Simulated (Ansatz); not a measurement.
# C₂H₇AlClInSi: shape, modes and thermochemistry

Aim: relax C₂H₇AlClInSi from a cheap starting geometry, check the end point by its vibrations and derive ideal-gas thermochemistry, and look at its orbitals and charge.

Program: Ansatz 0.2.0, Gaussian basis. Level of theory: RKS PBE0-D4/def2-TZVP. These are calculated values, not measurements.

Levels to be run: relaxation at PBE0-D4/def2-TZVP; harmonic vibrations at the same level; a single point in def2-TZVPP for the fields.

1 further run of the same task is left out (it didn't finish).

**1. Where the work starts**

SMILES `[SiH3][AlH][C]([InH2])=CCl`, 13 atoms, charge 0, spin multiplicity 1.

Atoms are counted from 1 here; the program's logs count them from 0.

Bond lengths: Si1–Al2 2.428 Å, Si1–H7 1.504 Å, Si1–H8 1.481 Å, Si1–H9 1.481 Å, Al2–C3 1.970 Å, Al2–H10 1.561 Å, C3–In4 2.257 Å, C3–C5 1.320 Å, In4–H11 1.725 Å, In4–H12 1.726 Å, C5–Cl6 1.790 Å, C5–H13 1.081 Å. Angles: Al2–Si1–H7 106.0°, Al2–Si1–H8 119.1°, Al2–Si1–H9 118.3°, H7–Si1–H8 104.1°, H7–Si1–H9 104.1°, H8–Si1–H9 103.4°, Si1–Al2–C3 112.3°, Si1–Al2–H10 128.9°, C3–Al2–H10 118.7°, Al2–C3–In4 122.1°, Al2–C3–C5 137.2°, In4–C3–C5 100.7°, C3–In4–H11 121.3°, C3–In4–H12 121.8°, H11–In4–H12 116.8°, C3–C5–Cl6 119.0°, C3–C5–H13 130.5°, Cl6–C5–H13 110.6°.

As a file:

```xyz
13

Si   -2.5159   -0.6868   -0.1593
Al   -1.1372    1.3084   -0.0471
C     0.7855    0.8857    0.0394
In    1.5459   -1.2383    0.0990
C     1.9227    1.5538    0.0973
Cl    3.4606    0.6422    0.1799
H    -1.5751   -1.8505   -0.0112
H    -3.5398   -0.9144    0.8857
H    -3.2415   -0.9689   -1.4195
H    -1.5783    2.8059   -0.0232
H     1.8029   -2.0572    1.5953
H     1.9587   -2.0983   -1.3399
H     2.1115    2.6184    0.1036
```

The start is a GFN2-xTB geometry. In takes the def2 core potential; no spin-orbit term is included.

**2. Relaxation at PBE0-D4/def2-TZVP**

in.yaml

```yaml
crystal:
  periodic: [false, false, false]
  atoms:
    - {symbol: Si, position_ang: [-2.515940, -0.686800, -0.159350]}
    - {symbol: Al, position_ang: [-1.137160, 1.308370, -0.047110]}
    - {symbol: C, position_ang: [0.785500, 0.885710, 0.039380]}
    - {symbol: In, position_ang: [1.545860, -1.238320, 0.099040]}
    - {symbol: C, position_ang: [1.922670, 1.553810, 0.097290]}
    - {symbol: Cl, position_ang: [3.460560, 0.642230, 0.179880]}
    - {symbol: H, position_ang: [-1.575050, -1.850550, -0.011190]}
    - {symbol: H, position_ang: [-3.539750, -0.914380, 0.885740]}
    - {symbol: H, position_ang: [-3.241510, -0.968870, -1.419510]}
    - {symbol: H, position_ang: [-1.578340, 2.805930, -0.023160]}
    - {symbol: H, position_ang: [1.802920, -2.057210, 1.595300]}
    - {symbol: H, position_ang: [1.958700, -2.098290, -1.339880]}
    - {symbol: H, position_ang: [2.111520, 2.618380, 0.103580]}
basis:
  gaussian: {orbitals: def2-TZVP}
hamiltonian: {xc: pbe0, dispersion: d4}
relax: {f_tol: 0.005, max_steps: 150}
```

The run is started by

```
$ ansatz run in.yaml --threads 2 --pin off --events-out ev --progress --plain --max-ram 22528MiB --backend cuda --devices 0, --max-vram 18GiB
```

After this run come: Harmonic vibrations; Orbitals, density and potential.

Before running them: what should the planned runs give, taken together? Wanted: point group; shift from the start; total energy; dispersion term; dipole moment; lowest, highest wavenumber; zero-point energy; HOMO, LUMO.

The runs gave:

| quantity | value |
| --- | --- |
| point group | Cs |
| steps | 26 |
| shift from the start (rms) | 0.267 Å |
| total energy | -34346.1705 eV |
| dispersion term | -353 meV |
| dipole moment | 1.78 D |
| lowest, highest wavenumber | 34, 3161 cm⁻¹ |
| zero-point energy | 171.7 kJ/mol |
| entropy at 298.15 K | 465.6 J/(mol K) |
| HOMO, LUMO | -7.23, -2.38 eV |

The relaxed geometry lies 0.27 Å (rms) from the start; the bond that changed most is C3–In4, from 2.257 to 2.169 Å. All wavenumbers are real, so the end point is a minimum. The stiffest mode, 3161 cm⁻¹, is a C–H stretch, and 6 modes under 200 cm⁻¹ make the vibrational entropy uncertain. Harmonic hybrid wavenumbers usually lie a few per cent above measured fundamentals. The largest Mulliken charge, +0.44 e, sits on In4. The HOMO lies mostly on C3 43 %; In4 11 % and the LUMO on Al2 46 %; C5 13 %.
